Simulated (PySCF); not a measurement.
Cl4Si, in a box:

```
Cl Si
1.0
    12.00000    0.00000    0.00000
     0.00000   13.00000    0.00000
     0.00000    0.00000   13.00000
Cl Si
4 1
Direct
  0.40199 0.46999 0.62691
  0.62444 0.38182 0.49939
  0.38384 0.42333 0.37964
  0.52850 0.62004 0.45885
  0.48133 0.47214 0.49075
```

The cell isn't the ideal one: atoms moved at random, drawn with an rms of 0.05 Å.

Base run:

| Property | Result |
| --- | --- |
| Program | PySCF 2.14.0 |
| Functional | r2SCAN50 |
| Dispersion | D4 |
| Potentials or basis | 6-31g* (all-electron) |
| k mesh | 1 × 1 × 1 |
| Occupations | fixed |
| Spin | no spin polarisation |

Its results: gap between the frontier levels 11.37 eV.

Problem. After a change of settings the same cell gave: gap between the frontier levels 8.01 eV. Which change was it?
A. functional from r2SCAN50 to MN15-L; dispersion from D4 to D3
B. functional from r2SCAN50 to r2SCAN0; dispersion from D4 to none
C. functional from r2SCAN50 to N12; dispersion from D4 to none

Solution. A.

Caveats: this is a molecule in a periodic box at the Γ point, so its band gap is the HOMO-LUMO gap; the basis of atomic orbitals isn't converged, which shifts pressures, moduli and gaps.

Runs at the PBE level aren't shown here.
